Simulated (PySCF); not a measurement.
# One shape, several levels: C6H3Al (SMILES C#[C][Al]([C]#C)[C]#C)

Wanted: a comparison of 4 runs (HF/def2-SVP, B3LYP/6-31G*, PBE0/def2-SVP) of C6H3Al. 

Program for the calculation: PySCF 2.14.0.

**1. The structure to begin with**

The species is C6H3Al (10 atoms), meant as a singlet with charge 0. SMILES: `C#[C][Al]([C]#C)[C]#C`. Geometry: relaxed at PBE0-D4/def2-TZVP.

Bond lengths: C1–C2 1.210 Å, C2–Al3 1.893 Å, Al3–C4 1.893 Å, C4–C5 1.210 Å, Al3–C6 1.893 Å, C6–C7 1.210 Å, C1–H8 1.067 Å, C5–H9 1.067 Å, C7–H10 1.067 Å. Angles: C1–C2–Al3 179.8°, C2–Al3–C4 120.0°, C2–Al3–C6 119.9°, C4–Al3–C6 120.1°, Al3–C4–C5 179.5°, Al3–C6–C7 179.8°, C2–C1–H8 180.0°, C4–C5–H9 179.9°, C6–C7–H10 180.0°.

**2. Energy and gradient at HF/def2-SVP (run 1)**

File job.py:

```python
from pyscf import gto, scf

molecule = gto.M(
    atom='''
C      0.324800    -2.984300     0.798700
C      0.199100    -1.821500     0.489000
Al     0.008000    -0.001800     0.002800
C     -1.571500     0.938300     0.456200
C     -2.586000     1.533400     0.740000
C      1.396900     0.876100    -0.937700
C      2.286300     1.434000    -1.538900
H      0.435300    -4.009400     1.072100
H     -3.480500     2.058400     0.989200
H      3.070700     1.925700    -2.068700
''',
    verbose=4,
    basis='def2-svp',
    spin=0,
    max_memory=1860,
    charge=0,
)

mf = scf.RHF(molecule)
mf.conv_tol = 1e-10
mf.kernel()
if not mf.converged:
    mf = mf.newton().run(mf.mo_coeff, mf.mo_occ)

e_final = mf.e_tot
print(f'total energy: {e_final:.8f} hartree')
grad = mf.nuc_grad_method().kernel()
mf.analyze()
```

Launch:

```bash
OMP_NUM_THREADS=1 python job.py
```

Standard output:

```text
PySCF version 2.14.0

[... 94 lines left out ...]
MO #7   energy= -11.2120957852821  occ= 2
[... 21 lines left out ...]
MO #29  energy= 0.136069325633476  occ= 0
[... 21 lines left out ...]
MO #51  energy= 0.701445080235393  occ= 0
[... 21 lines left out ...]
MO #73  energy= 1.23707136313793   occ= 0
[... 21 lines left out ...]
MO #95  energy= 2.16037172052986   occ= 0
[... 21 lines left out ...]
MO #117 energy= 4.05876533383249   occ= 0
[... 130 lines left out ...]
Dipole moment(X, Y, Z, Debye): -0.00055, -0.00964, -0.00923
```

Run time: 15 s. Hardware: 1 thread of Intel Xeon at 2.70GHz, shared host; peak memory 0.3 GiB.

**3. Energy and forces at B3LYP/6-31G(d) (spherical functions) (run 2)**

File run.py:

```python
from pyscf import gto, dft

molecule = gto.Mole()
molecule.atom = '''
C    0.324800  -2.984300   0.798700
C    0.199100  -1.821500   0.489000
Al   0.008000  -0.001800   0.002800
C   -1.571500   0.938300   0.456200
C   -2.586000   1.533400   0.740000
C    1.396900   0.876100  -0.937700
C    2.286300   1.434000  -1.538900
H    0.435300  -4.009400   1.072100
H   -3.480500   2.058400   0.989200
H    3.070700   1.925700  -2.068700
'''
molecule.verbose = 4
molecule.spin = 0
molecule.max_memory = 1860
molecule.basis = '6-31g*'
molecule.build()

mf = dft.RKS(molecule)
mf.xc = 'b3lyp'
mf.conv_tol = 1e-10
mf.grids.level = 5
mf.kernel()
if not mf.converged:
    mf = mf.newton().run(mf.mo_coeff, mf.mo_occ)

e_tot = mf.e_tot
print(f'total energy: {e_tot:.8f} hartree')
grad = mf.nuc_grad_method().kernel()
mf.analyze()
```

Launch:

```bash
OMP_NUM_THREADS=1 python run.py
```

Standard output:

```text
PySCF version 2.14.0

[... 108 lines left out ...]
MO #8   energy= -4.14963048120362  occ= 2
[... 19 lines left out ...]
MO #28  energy= 0.00501970405344373 occ= 0
[... 19 lines left out ...]
MO #48  energy= 0.497815309197318  occ= 0
[... 19 lines left out ...]
MO #68  energy= 1.00236251622501   occ= 0
[... 19 lines left out ...]
MO #88  energy= 1.64063178301007   occ= 0
[... 19 lines left out ...]
MO #108 energy= 3.18179828808871   occ= 0
[... 121 lines left out ...]
Dipole moment(X, Y, Z, Debye): -0.00039, -0.00799, -0.00756
```

Run time: 82 s. Hardware: 1 thread of Intel Xeon at 2.70GHz, shared host; peak memory 1.1 GiB.

Run 3 isn't shown in full; the table further down has it.

**4. Energy and forces at PBE0/def2-SVP (run 4)**

File start.xyz:

```xyz
10
C6H3Al
C      0.324800    -2.984300     0.798700
C      0.199100    -1.821500     0.489000
Al     0.008000    -0.001800     0.002800
C     -1.571500     0.938300     0.456200
C     -2.586000     1.533400     0.740000
C      1.396900     0.876100    -0.937700
C      2.286300     1.434000    -1.538900
H      0.435300    -4.009400     1.072100
H     -3.480500     2.058400     0.989200
H      3.070700     1.925700    -2.068700
```

File calc.py:

```python
import pyscf.grad
from pyscf import gto, dft

system = gto.Mole()
system.atom = 'start.xyz'
system.verbose = 3
system.max_memory = 1860
system.charge = 0
system.basis = 'def2-svp'
system.build()

mf = dft.RKS(system)
mf.xc = 'pbe0'
mf.conv_tol = 1e-10
mf.grids.level = 5
mf.kernel()
if not mf.converged:
    mf = mf.newton().run(mf.mo_coeff, mf.mo_occ)

energy = mf.e_tot
print('E = %.10f Eh' % energy)
grad = mf.Gradients().kernel()
dip = mf.dip_moment()
pop, q = mf.mulliken_pop()
```

Launch:

```bash
OMP_NUM_THREADS=1 python calc.py
```

Standard output:

```text
converged SCF energy = -472.048660613213
[... 9 lines left out ...]
Dipole moment(X, Y, Z, Debye): -0.00037, -0.00902, -0.00841
[... 128 lines left out ...]
charge of    9H =      0.04022
```

Run time: 62 s. Hardware: 1 thread of Intel Xeon at 2.70GHz, shared host; peak memory 1.2 GiB.

**5. All runs side by side**

| run | level | integration grid | Cartesian functions | energy (Eh) | dipole moment (D) | HOMO energy (eV) | LUMO energy (eV) | wall time |
| --- | --- | --- | --- | --- | --- | --- | --- | --- |
| 1 | HF/def2-SVP | – | no | -470.486221 | 0.01 | -10.68 | 1.12 | 15 s |
| 2 | B3LYP/6-31G* (spherical functions) | 5 | no | -472.702437 | 0.01 | -7.45 | -1.94 | 82 s |
| 3 | B3LYP/6-31G* (Cartesian functions) | 5 | yes | -472.709578 | 0.01 | -7.45 | -1.94 | 74 s |
| 4 | PBE0/def2-SVP | 5 | no | -472.048661 | 0.01 | -8.03 | -1.94 | 62 s |

**6. Outcome**

| quantity | value |
| --- | --- |
| run 4: total energy | -472.04866 Eh |
| run 4: dipole moment | 0.01 D |
| run 4: HOMO energy | -8.03 eV |
| run 4: LUMO energy | -1.94 eV |
| run 4: HOMO–LUMO gap | 6.08 eV |
| run 4: largest force on an atom | 1.017 eV/Å |

The HOMO–LUMO gap runs from 5.51 eV (B3LYP/6-31G*) to 11.80 eV (HF/def2-SVP). The two ends differ in method and basis. Totals of different functionals can't be ranked against each other. All runs together took 3.9 min, the longest 82 s.
